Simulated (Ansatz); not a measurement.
# C₃H₆FNSi: basis-set convergence

The task here is to estimate one member of a computed series from the others.

The runs use Ansatz 0.2.0, Gaussian basis; one geometry, several basis sets.

Levels to be run: PBE0-D4/def2-SVP; ωB97M-V/def2-SVP; PBE0-D4/def2-QZVPP; ωB97M-V/def2-QZVPP; the functionals' def2-TZVPP values are taken from earlier runs.

## Structure used throughout

An earlier PBE0-D4 in a triple-zeta def2 set relaxation fixed the geometry.

12 atoms, charge 0, spin multiplicity 1.

Atoms are counted from 1 here; the program's logs count them from 0.

Bond lengths: C1–C2 1.526 Å, C1–H7 1.092 Å, C1–H8 1.092 Å, C1–H9 1.092 Å, C2–Si3 1.848 Å, C2–H10 1.096 Å, C2–H11 1.095 Å, Si3–F4 1.593 Å, Si3–C5 1.758 Å, Si3–N6 1.757 Å, C5–N6 1.293 Å, C5–H12 1.092 Å. Angles: C2–C1–H7 111.4°, C2–C1–H8 110.9°, C2–C1–H9 111.4°, H7–C1–H8 107.9°, H7–C1–H9 107.4°, H8–C1–H9 107.7°, C1–C2–Si3 113.2°, C1–C2–H10 111.0°, C1–C2–H11 111.2°, Si3–C2–H10 107.1°, Si3–C2–H11 108.2°, H10–C2–H11 105.7°, C2–Si3–F4 109.5°, C2–Si3–C5 128.1°, C2–Si3–N6 122.1°, F4–Si3–C5 120.6°, F4–Si3–N6 117.3°, C5–Si3–N6 43.2° and more.

The first run:

in.yaml reads:

```yaml
crystal:
  periodic: [false, false, false]
  atoms:
    - {symbol: C, position_ang: [1.191223, 0.155887, -1.040349]}
    - {symbol: C, position_ang: [0.824851, -0.723123, 0.151476]}
    - {symbol: Si, position_ang: [-0.782598, -0.254443, 0.934486]}
    - {symbol: F, position_ang: [-1.062484, -1.205139, 2.181311]}
    - {symbol: C, position_ang: [-2.064589, 0.743666, 0.264003]}
    - {symbol: N, position_ang: [-1.304578, 1.418454, 1.063339]}
    - {symbol: H, position_ang: [1.256867, 1.207341, -0.754098]}
    - {symbol: H, position_ang: [2.155737, -0.138412, -1.459119]}
    - {symbol: H, position_ang: [0.446477, 0.080160, -1.835682]}
    - {symbol: H, position_ang: [1.592000, -0.666072, 0.931912]}
    - {symbol: H, position_ang: [0.771592, -1.778300, -0.135530]}
    - {symbol: H, position_ang: [-2.947397, 1.104882, -0.267851]}
basis:
  gaussian: {orbitals: def2-SVP}
hamiltonian: {xc: pbe0, dispersion: d4}
output: {orbitals: {seedname: orbitals}}
```

Launch:

```sh
> ansatz run in.yaml --threads 4 --pin off --events-out ev --progress --plain --max-ram 10444MiB
```

Steps of the session up to this table: PBE0-D4 in def2-SVP; ωB97M-V in def2-SVP; PBE0-D4 in def2-QZVPP; ωB97M-V in def2-QZVPP.

One table of the session follows, with a row left open; its other results are not shown here.

It belongs to the step «Density functionals: the series». 

| functional | basis | HOMO (eV) |
| --- | --- | --- |
| PBE0-D4 | def2-SVP | -6.52 |
| PBE0-D4 | def2-TZVPP | ? |
| PBE0-D4 | def2-QZVPP | -6.63 |
| ωB97M-V | def2-SVP | -8.74 |
| ωB97M-V | def2-TZVPP | -8.83 |
| ωB97M-V | def2-QZVPP | -8.87 |

**Question.** Estimate the row for PBE0-D4, def2-TZVPP.

**Answer.** HOMO (eV): -6.60. In the column «HOMO (eV)» it lies between PBE0-D4, def2-QZVPP (-6.63) and PBE0-D4, def2-SVP (-6.52).
